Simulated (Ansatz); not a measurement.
# TlCu2S2: properties at the relaxed cell

An exercise on one series of results from a longer session: the logs are not shown, and one member is left open.

Computed with Ansatz 0.2.0 (DFT PBEsol, scalar-relativistic, plane waves, PAW, unless a step's input says otherwise).

## The starting structure

It takes space group I4/mmm (No. 139, tetragonal). The conventional cell has a = 3.696 Å, b = 3.696 Å, c = 13.394 Å, α = 90.00°, β = 90.00°, γ = 90.00°. Tl (site symmetry 4/mmm) is surrounded by 8 S at 3.26 Å and 4 Tl at 3.70 Å. Cu (site symmetry -4m2) is surrounded by 4 S at 2.32 Å and 4 Cu at 2.61 Å. S (site symmetry 4mm) has 4 Cu at 2.32 Å and 4 Tl at 3.26 Å as nearest neighbours.

As a file:

```cif
data_structure
_symmetry_space_group_name_H-M 'I4/mmm'
_symmetry_Int_Tables_number 139
_cell_length_a 3.6959
_cell_length_b 3.6959
_cell_length_c 13.3935
_cell_angle_alpha 90.000
_cell_angle_beta 90.000
_cell_angle_gamma 90.000
_cell_volume 182.96
loop_
_atom_site_label
_atom_site_type_symbol
_atom_site_symmetry_multiplicity
_atom_site_Wyckoff_symbol
_atom_site_fract_x
_atom_site_fract_y
_atom_site_fract_z
_atom_site_occupancy
Tl1 Tl 2 a 0.00000 0.00000 0.00000 1
Cu1 Cu 4 d 0.00000 0.50000 0.25000 1
S1 S 4 e 0.00000 0.00000 0.35456 1
```

It is the result of an earlier relaxation at this level (volume 18.30 Å³/atom; gap on the mesh: none (metal)).

Set-up of the first run:

File input.yaml:

```yaml
crystal:
  lattice:
    - [-1.8293067371, 1.8293067371, 6.6291027165]
    - [1.8293067371, -1.8293067371, 6.6291027165]
    - [1.8293067371, 1.8293067371, -6.6291027165]
  atoms:
    - { symbol: Tl, position: [0.0, 0.0, 0.0] }
    - { symbol: Cu, position: [0.75, 0.25, 0.5] }
    - { symbol: Cu, position: [0.25, 0.75, 0.5] }
    - { symbol: S, position: [0.3545594893, 0.3545594893, 0.0] }
    - { symbol: S, position: [0.6454405107, 0.6454405107, 0.0] }
basis:
  ecutwfc: 420
kpoints:
  mp_grid: { grid: [14, 14, 14] }
hamiltonian:
  xc: pbesol
scf:
  occupations: { method: gaussian, width: 0.1 }
output:
  forces: true
  stress: true
  eigenvalues: true
relax:
  adjacent_minimum: "off"
  f_tol: 0.01
  max_steps: 30
  cell: { stress_tol: 0.1, fix: [volume] }
```

Command:

```
$ ansatz run input.yaml --threads 1 --pin off --max-ram 2560MiB --backend cpu --events-out ev --progress --plain --runs-dir out
```

Steps of the session up to this table: Volume × 0.97; Volume × 1.03; The cell scaled to 0.94 of its volume; Point at V/V0 = 1.06.

One table of the session follows, with a row left open; its other results are not shown here.

It belongs to the step «Energy against volume». 

```
volume (Å³/atom)  energy above the lowest point (meV/atom)  pressure (GPa)
          17.198                                      11.6            3.65
          17.747                                       2.7            1.65
          18.296                                       0.0           -0.01
          18.844                                         ?               ?
          19.393                                       9.1           -2.45
```

Estimate the missing values for volume (Å³/atom) = 18.844.

Worked estimate for «energy above the lowest point (meV/atom)». A straight line through the neighbours (18.296, 0.0) and (19.393, 9.1) gives 0.0 + (9.1 − 0.0) × (18.844 − 18.296) / (19.393 − 18.296) = 4.5; a parabola fitted to 3 rows on both sides gives 2.1.

**Answer.** energy above the lowest point (meV/atom): 2.5; pressure (GPa): -1.35. In «energy above the lowest point (meV/atom)» the line misses by +2.0 and the parabola by -0.4.

Caveats from the session: Spin polarisation is off in the runs that give these values; a magnetic solution could lie lower.
